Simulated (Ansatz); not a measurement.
# C2H10N2SSi: the cost of one run

Method: RKS PBE/def2-SVP, in Ansatz 0.2.0.

**1. The starting structure**

Bond lengths (14 of 15 bonds, heavy atoms first): C1–C2 1.542 Å, C2–N3 1.454 Å, C2–S4 1.904 Å, C2–Si5 1.924 Å, Si5–N6 1.744 Å, C1–H7 1.046 Å, C1–H8 1.123 Å, C1–H9 1.141 Å, N3–H10 1.052 Å, N3–H11 1.040 Å, S4–H12 1.341 Å, Si5–H13 1.490 Å, Si5–H14 1.515 Å, N6–H15 1.031 Å. Angles (14 of 25 angles, heavy atoms first): C1–C2–N3 108.2°, C1–C2–S4 108.3°, C1–C2–Si5 115.8°, N3–C2–S4 106.9°, N3–C2–Si5 109.6°, S4–C2–Si5 107.6°, C2–Si5–N6 110.1°, C2–C1–H7 113.9°, C2–C1–H8 108.0°, C2–C1–H9 106.5°, C2–N3–H10 109.1°, C2–N3–H11 108.7°, C2–S4–H12 94.8°, C2–Si5–H13 115.8°.

Coordinates:

```xyz
16

C    -0.3353   -1.9183   -0.6536
C     0.2587   -0.5993   -0.1189
N     0.4972   -0.7527    1.3071
S     1.9559   -0.3303   -0.9394
Si   -0.7943    0.9806   -0.4310
N    -0.1849    2.3057    0.5245
H     0.2734   -2.7535   -0.4937
H    -0.5407   -1.7870   -1.7495
H    -1.3437   -2.0529   -0.1367
H     1.0874    0.0501    1.6460
H     1.1422   -1.5550    1.4536
H     2.1305    0.8992   -0.4339
H    -0.8386    1.4611   -1.8404
H    -2.2177    0.8246    0.0652
H    -0.3756    2.0558    1.5066
H    -0.7373    3.1491    0.3384
```

**2. Relaxing end A**

Input file input.yaml:

```yaml
crystal:
  periodic: [false, false, false]
  atoms:
    - { symbol: C, position_ang: [-0.3353, -1.9183, -0.6536] }
    - { symbol: C, position_ang: [0.2587, -0.5993, -0.1189] }
    - { symbol: "N", position_ang: [0.4972, -0.7527, 1.3071] }
    - { symbol: S, position_ang: [1.9559, -0.3303, -0.9394] }
    - { symbol: Si, position_ang: [-0.7943, 0.9806, -0.431] }
    - { symbol: "N", position_ang: [-0.1849, 2.3057, 0.5245] }
    - { symbol: H, position_ang: [0.2734, -2.7535, -0.4937] }
    - { symbol: H, position_ang: [-0.5407, -1.787, -1.7495] }
    - { symbol: H, position_ang: [-1.3437, -2.0529, -0.1367] }
    - { symbol: H, position_ang: [1.0874, 0.0501, 1.646] }
    - { symbol: H, position_ang: [1.1422, -1.555, 1.4536] }
    - { symbol: H, position_ang: [2.1305, 0.8992, -0.4339] }
    - { symbol: H, position_ang: [-0.8386, 1.4611, -1.8404] }
    - { symbol: H, position_ang: [-2.2177, 0.8246, 0.0652] }
    - { symbol: H, position_ang: [-0.3756, 2.0558, 1.5066] }
    - { symbol: H, position_ang: [-0.7373, 3.1491, 0.3384] }
basis:
  gaussian: { orbitals: def2-SVP }
hamiltonian:
  xc: pbe
relax:
  f_tol: 0.015
  max_steps: 40
```

Started as:

```
$ ansatz run input.yaml --threads 2 --pin off --max-ram 3072MiB --backend cpu --events-out ev --progress --plain --runs-dir out
```

Q: Estimate wall time and peak memory on 2 threads of AMD EPYC 7B13 (Zen 3), shared host.

About 62 s, with a peak of 0.21 GiB.
